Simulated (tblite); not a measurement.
# C4H14GeSi2: the cost of one run

Programs: PySCF 2.14.0 with density-fitted response routines of our own, and tblite 0.8.0. All values are computed, except where a source is named. Atoms count from 0 throughout.

## Step 1: The molecule as given

21 atoms, charge 0, multiplicity 1; geometry from: force field or distance geometry start.

Bonds of the start (Å): C0–C1 1.32, C0–H7 1.09, C0–H8 1.08, C1–C2 1.50, C1–H9 1.09, C2–Ge3 1.96, C2–H10 1.12, C2–H11 1.10, C5–H16 1.11, C5–H17 1.11, C5–Si6 1.86, Ge3–H12 1.56, Ge3–H13 1.55, Ge3–Si4 2.30, Si4–C5 1.86, Si4–H14 1.47, Si4–H15 1.47, Si6–H18 1.48, Si6–H19 1.48, Si6–H20 1.47.

## Step 2: GFN2-xTB relaxation, start minimum

What the job is given:

```
{"job": {"xc": "GFN2-xTB", "basis": "xTB", "kind": "relax"}, "charge": 0, "multiplicity": 1}
C      2.638300     1.058900    -0.006000
C      2.700700    -0.167500     0.491600
C      1.508700    -0.885100     1.045400
Ge     0.388900    -1.554300    -0.418700
Si    -0.788200     0.160200    -1.404900
C     -1.605400     1.228200    -0.113500
Si    -2.878100     0.243700     0.822300
H      1.691100     1.598100    -0.042100
H      3.529000     1.549000    -0.374000
H      3.668500    -0.664100     0.559100
H      0.899700    -0.206100     1.687800
H      1.828600    -1.749800     1.654200
H     -0.633000    -2.572200     0.185100
H      1.280900    -2.279100    -1.462400
H     -1.811700    -0.385000    -2.310400
H      0.144400     0.988900    -2.178800
H     -2.094200     2.093700    -0.600500
H     -0.833400     1.596700     0.596400
H     -3.550600     1.117800     1.804900
H     -2.218500    -0.862900     1.547200
H     -3.875000    -0.292100    -0.110900
```

Command:

```console
$ OMP_NUM_THREADS=1 python ens_run.py task.json out
```

The driver reads the study from task.json and runs its stages one after another.

**Question.** How long does this first job take on 1 thread of Arm Neoverse V1, shared host?

About 2.9 s.
